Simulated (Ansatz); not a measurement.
# CaZn₃, space group Pm-3m: a relaxation of cell and ions

Computed with the Ansatz DFT code, driven from Python.

Notebook, run cell by cell (the value of a cell's last expression is shown):

**Cell 1**
```python
import json

import ansatz as az
from ase import Atoms
import matplotlib.pyplot as plt
import numpy as np
```

**Cell 2**
```python
def edges_and_angles(cell):
    cell = np.asarray(cell)
    a, b, c = np.linalg.norm(cell, axis=1)
    cosines = cell[1] @ cell[2] / (b * c), cell[0] @ cell[2] / (a * c), cell[0] @ cell[1] / (a * b)
    return (a, b, c, *np.degrees(np.arccos(cosines)))
```

**Cell 3**
```python
atoms = Atoms(
    ["Ca", "Zn", "Zn", "Zn"],
    scaled_positions=[
        (0.0, 0.0, 0.0),
        (0.5, 0.5, 0.0),
        (0.5, 0.0, 0.5),
        (0.0, 0.5, 0.5),
    ],
    cell=[
        (4.334836, 0.0, 0.0),
        (0.0, 4.334836, 0.0),
        (0.0, 0.0, 4.334836),
    ],
    pbc=True,
)
crystal = az.Crystal.from_ase(atoms)
```

**Cell 4**
```python
crystal.resolved().tree()["lattice"]
```
Output:
```text
((4.334836, 0.0, 0.0), (0.0, 4.334836, 0.0), (0.0, 0.0, 4.334836))
```

**Cell 5**
```python
# every cell quantity that the symmetry leaves free
setup = (
    crystal.calculation()
    .kpoints(mesh=(5, 5, 5))
    .occupations("fermi_dirac", width=0.15)
    .functional("pbesol")
    .relax(force_tolerance=0.005, cell=True, stress_tolerance=0.01)
    .band_table()
)
res = setup.run(events_out="events.ndjson")
with open("events.ndjson") as stream:
    events = [json.loads(line) for line in stream]
steps = [e["data"] for e in events if e["event"] == "relax_step"]
rep = res.report
```
Output:
```text
DeckWarning: basis.ecutwfc = 420 eV, auto-derived from the records' recommended cutoffs: set by Ca (normal level)
```

**Cell 6**
```python
{key: value for key, value in rep.items() if isinstance(value, (int, float)) and "ev" in key}
```
Output:
```text
{'gap_by_band_count_ev': -1.1180147007741166,
 'fermi_energy_ev': 9.106625121508522,
 'harris_foulkes_ev': -11636.757595455634,
 'scf_correction_max_component_ev_ang': 6.162975822039155e-32,
 'free_energy_ev': -11636.757595455638,
 'internal_energy_ev': -11636.59959012261,
 'lagrangian_ev': -11636.757595455638,
 'energy_sigma0_ev': -11636.678592789123,
 'lagrangian_sigma0_ev': -11636.678592789123,
 'lagrangian_above_aufbau_ev': -0.0874571611852665,
 'entropy_ts_ev': 0.15800533302788813,
 'loop_fermi_energy_ev': 9.106625121508522,
 'occupations_fermi_energy_ev': 9.106625121508669}
```

**Cell 7**
```python
res.unlabelled_reasons
```

**Cell 8**
```python
rep["n_kpoints"], rep["n_symmetry_ops"], rep["n_pw"]
```
Output:
```text
(10, 48, 1503)
```

**Cell 9**
```python
for s in steps:
    flag = "" if s["accepted"] else "  (rejected)"
    print("step %2d  E = %.5f eV  largest force component = %.4f eV/A%s" % (s["step"], s["lagrangian_ev"], s["allowed_force_max_ev_ang"], flag))

first, last = steps[0], steps[-1]
symbols = [site.symbol for site in res.lattice.sites]
print(f"energy gained {first['lagrangian_ev'] - last['lagrangian_ev']:.4f} eV in {len(steps) - 1} steps")
for label, vectors in (("before", first["cell_ang"]), ("after", res.lattice.cell_ang)):
    print(label, "a b c (A) {:.4f} {:.4f} {:.4f}  angles {:.2f} {:.2f} {:.2f}".format(*edges_and_angles(vectors)), f" V = {abs(np.linalg.det(vectors)):.3f} A^3")
print("final stress xx yy zz (GPa, compression positive):", np.round(np.diag(rep["stress_gpa"]), 3) + 0.0)
```
Output:
```text
step  1  E = -11636.70224 eV  largest force component = 0.0000 eV/A
step  2  E = -11636.75902 eV  largest force component = 0.0000 eV/A
step  3  E = -11636.75901 eV  largest force component = 0.0000 eV/A
step  4  E = -11636.75760 eV  largest force component = 0.0000 eV/A
energy gained 0.0554 eV in 3 steps
before a b c (A) 4.3348 4.3348 4.3348  angles 90.00 90.00 90.00  V = 81.455 A^3
after a b c (A) 4.2345 4.2345 4.2345  angles 90.00 90.00 90.00  V = 75.927 A^3
final stress xx yy zz (GPa, compression positive): [-0.007 -0.007 -0.007]
```

**Cell 10**
```python
fig, (top, bottom) = plt.subplots(2, 1, sharex=True, figsize=(4.5, 4))
top.plot([s["lagrangian_ev"] - last["lagrangian_ev"] for s in steps], "o-")
top.set_ylabel("E - E(final) (eV)")
bottom.semilogy([max(s["allowed_force_max_ev_ang"], 1e-6) for s in steps], "s-")
bottom.set(xlabel="step", ylabel="largest force (eV/A)")
fig.tight_layout()
fig.savefig("relax.png", dpi=100)
```

**Cell 11**
```python
print("relaxed fractional positions")
for site in res.lattice.sites:
    print(f"  {site.symbol:2s}", " ".join(f"{v % 1:8.5f}" for v in np.round(site.position_frac, 5)))
```
Output:
```text
relaxed fractional positions
  Ca  0.00000  0.00000  0.00000
  Zn  0.50000  0.50000  0.00000
  Zn  0.50000  0.00000  0.50000
  Zn  0.00000  0.50000  0.50000
```

**Cell 12**
```python
print("%-22s %14.5f eV" % ("F = E - TS", rep["free_energy_ev"]))
print("%-22s %14.5f eV" % ("E", rep["internal_energy_ev"]))
print("%-22s %14.5f eV" % ("Harris-Foulkes", rep["harris_foulkes_ev"]))
print("%-22s %14.5f eV" % ("Fermi level", rep["fermi_energy_ev"]))
```
Output:
```text
F = E - TS               -11636.75760 eV
E                        -11636.59959 eV
Harris-Foulkes           -11636.75760 eV
Fermi level                   9.10663 eV
```

**Cell 13**
```python
edges = rep.get("band_edges_ev")
if edges:
    print(f"band edges on the mesh: {edges[0]:.3f} and {edges[1]:.3f} eV, gap {edges[1] - edges[0]:.3f} eV")
else:
    print("no band edges reported (a metal, or a gap too narrow for this smearing); Fermi level", round(rep["fermi_energy_ev"], 3), "eV")
```
Output:
```text
no band edges reported (a metal, or a gap too narrow for this smearing); Fermi level 9.107 eV
```

What to keep in mind:
- Total energies depend on the potentials; only differences at equal settings carry meaning. A total without «per atom» is that of the cell as typed.
- Forces vanish by symmetry, so the ions can't move, and the end may be a saddle.
- The mesh is modest for a metal, so energies can be off by several to tens of meV an atom and pressures by half a GPa or more; differences at equal mesh fare better.
- An absolute Fermi energy rests on an arbitrary zero of the periodic potential and has no direct meaning.
- Energies along a relaxation are free energies. Rows at an unchanged volume are solved on a plane-wave basis chosen afresh for that cell, so the energy jumps there and such rows are no steps of the walk.
- A Fermi-Dirac width this large means warm electrons, whose thermal share enters the free energy.
- A gap by band count of zero or less means overlapping bands, a metal.
- This cell is a computed structure, which may not be the phase found in nature.
- Levels are Kohn-Sham eigenvalues on this mesh.
- Warnings are shown shortened and without file and line.
- Wall time of the script: 8.2 s on 1 thread of Arm Neoverse V1, with other jobs on the host, peak memory 0.45 GiB.

(Lines on the test bed's own set-up are left out of the output.)
